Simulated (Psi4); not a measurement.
# AlF3 (SMILES [F][Al]([F])[F]) at wB97X-V/6-311+G(d,p)

What is the energy change on altering one bond length of AlF3 at wB97X-V/6-311+G**? 

The results are computed with Psi4 1.11.

## 1. The system as given

AlF3: 4 atoms, total charge 0, spin state singlet. As SMILES, `[F][Al]([F])[F]`. The shape comes from GFN2-xTB, which is rough for such elements, and wasn't checked as a minimum.

Bond lengths: Al1–F2 1.631 Å, Al1–F3 1.631 Å, Al1–F4 1.631 Å. Angles: F2–Al1–F3 120.0°, F2–Al1–F4 120.0°, F3–Al1–F4 120.0°.

## 2. The energy at wB97X-V/6-311+G(d,p)

The input, job.in:

```
memory 1600 MB

molecule {
  0 1
  Al    -0.000200    -0.000290    -0.001260
  F      1.630840    -0.027090     0.013490
  F     -0.791540     1.425990    -0.016640
  F     -0.839100    -1.398610     0.004400
  units angstrom
  symmetry c1
  no_reorient
  no_com
}

set {
  basis 6-311+G**
  puream true
  e_convergence 1e-09
  d_convergence 1e-08
  scf_type pk
  dft_radial_points 99
  dft_spherical_points 590
}

E, wfn = energy('wb97x-v', return_wfn=True)
```

Command:

```console
$ psi4 -n 1 job.in job.out
```

job.out:

```text
[...]
  Running in c1 symmetry.
[...]
  Nuclear repulsion =  159.395255335653587
[...]
  Multiplicity = 1
[...]
  Nalpha       = 20
  Nbeta        = 20
[...]
    Number of basis functions: 96
[...]
   @RKS iter   1:  -541.94111912321932   -9.65886e-01   8.29081e-03 DIIS/ADIIS
[...]
   @RKS iter  10:  -542.13247138508461   -7.61702e-12   3.61829e-09 DIIS
[...]
    Orbital Energies [Eh]
    ---------------------
    Doubly Occupied:
       1A    -56.137383     2A    -24.755764     3A    -24.755650
       4A    -24.755618     5A     -4.327880     6A     -2.876601
       7A     -2.871235     8A     -2.871228     9A     -1.321031
      10A     -1.308151    11A     -1.308009    12A     -0.636423
      13A     -0.592938    14A     -0.592874    15A     -0.572588
      16A     -0.558927    17A     -0.558871    18A     -0.550609
      19A     -0.550478    20A     -0.530320
[...]
  @RKS Final Energy:  -542.13247138508461
   => Energetics <=
    Nuclear Repulsion Energy =            159.3952553356535873
    One-Electron Energy =               -1073.3015703223363744
    Two-Electron Energy =                 408.3816359244579530
    DFT Exchange-Correlation Energy =     -36.7772997758669504
    Empirical Dispersion Energy =           0.0000000000000000
    VV10 Nonlocal Energy =                  0.1695074530072181
    Total Energy =                       -542.1324713850846138
[...]
 Multipole Moments:
 ------------------------------------------------------------------------------------
     Multipole            Electronic (a.u.)      Nuclear  (a.u.)        Total (a.u.)
 ------------------------------------------------------------------------------------
 L = 1.  Multiply by 2.5417464519 to convert [e a0] to [Debye]
 Dipole X            :          0.0003923           -0.0015118           -0.0011195
 Dipole Y            :          0.0006924           -0.0021921           -0.0014997
 Dipole Z            :          0.0042243           -0.0096943           -0.0054700
 Magnitude           :                                                    0.0057813
[...]
```

Wall time 35 s (1 thread of Intel Xeon Platinum 8375C at 2.90GHz (Ice Lake), shared host); peak memory 0.91 GiB.

## 3. The distorted shape at the same level

The input, calc.in:

```
memory 1600 mb

molecule mol {
  0 1
  Al     0.23744409     0.39586550    -0.00398543
  F      3.31966299     0.34522084     0.02388803
  F     -1.25797178     3.09114407    -0.03304942
  F     -1.58566919    -2.64298986     0.00831479
  units au
  symmetry c1
  no_reorient
  no_com
}

set {
  basis 6-311+G**
  puream true
  e_convergence 1e-09
  d_convergence 1e-08
  scf_type pk
  dft_radial_points 99
  dft_spherical_points 590
}

energy_value, wavefunction = energy("wb97x-v", return_wfn=True)
```

Command:

```console
$ psi4 calc.in calc.out -n 1
```

calc.out:

```text
[...]
  Running in c1 symmetry.
[...]
  Nuclear repulsion =  152.302687617993740
[...]
  Multiplicity = 1
[...]
  Nalpha       = 20
  Nbeta        = 20
[...]
    Number of basis functions: 96
[...]
   @RKS iter   1:  -541.91343820614065   -1.05521e+00   8.30916e-03 ADIIS/DIIS
[...]
   @RKS iter  12:  -542.11399155669324   -1.13687e-12   1.79882e-09 DIIS
[...]
    Orbital Energies [Eh]
    ---------------------
    Doubly Occupied:
       1A    -56.170482     2A    -24.769080     3A    -24.769057
       4A    -24.732933     5A     -4.354980     6A     -2.904295
       7A     -2.898780     8A     -2.897382     9A     -1.329695
      10A     -1.320773    11A     -1.261077    12A     -0.640383
      13A     -0.600810    14A     -0.584406    15A     -0.578363
      16A     -0.562378    17A     -0.555282    18A     -0.546368
      19A     -0.513127    20A     -0.508140
[...]
  @RKS Final Energy:  -542.11399155669324
   => Energetics <=
    Nuclear Repulsion Energy =            152.3026876179937403
    One-Electron Energy =               -1058.9861327662511030
    Two-Electron Energy =                 401.1176376600182039
    DFT Exchange-Correlation Energy =     -36.7181463293346653
    Empirical Dispersion Energy =           0.0000000000000000
    VV10 Nonlocal Energy =                  0.1699622608805548
    Total Energy =                       -542.1139915566932359
[...]
 Multipole Moments:
 ------------------------------------------------------------------------------------
     Multipole            Electronic (a.u.)      Nuclear  (a.u.)        Total (a.u.)
 ------------------------------------------------------------------------------------
 L = 1.  Multiply by 2.5417464519 to convert [e a0] to [Debye]
 Dipole X            :         -7.1706581            7.3709714            0.2003133
 Dipole Y            :        -11.9524292           12.2866269            0.3341978
 Dipole Z            :          0.0527256           -0.0594300           -0.0067044
 Magnitude           :                                                    0.3896903
[...]
```

It took 40 s on 1 thread of Intel Xeon Platinum 8375C at 2.90GHz (Ice Lake), shared host; peak memory 0.9 GiB.

## 4. Outcome

At wB97X-V/6-311+G**:

```
                                                          quantity          value
                                         first shape: total energy  -542.13247 Eh
                                        first shape: dipole moment         0.01 D
                                          first shape: HOMO energy      -14.43 eV
                                          first shape: LUMO energy        0.04 eV
                                        first shape: HOMO–LUMO gap       14.47 eV
                                     distorted shape: total energy  -542.11399 Eh
                                    distorted shape: dipole moment         0.99 D
                                      distorted shape: HOMO energy      -13.83 eV
                                      distorted shape: LUMO energy       -0.42 eV
                                    distorted shape: HOMO–LUMO gap       13.41 eV
energy change with the Al1–F4 bond stretched from 1.631 to 1.875 Å       0.503 eV
```

With the Al1–F4 bond stretched from 1.631 to 1.875 Å the energy rises by 0.50 eV (11.6 kcal/mol). The first shape isn't relaxed at this level, so the change isn't measured from a minimum.
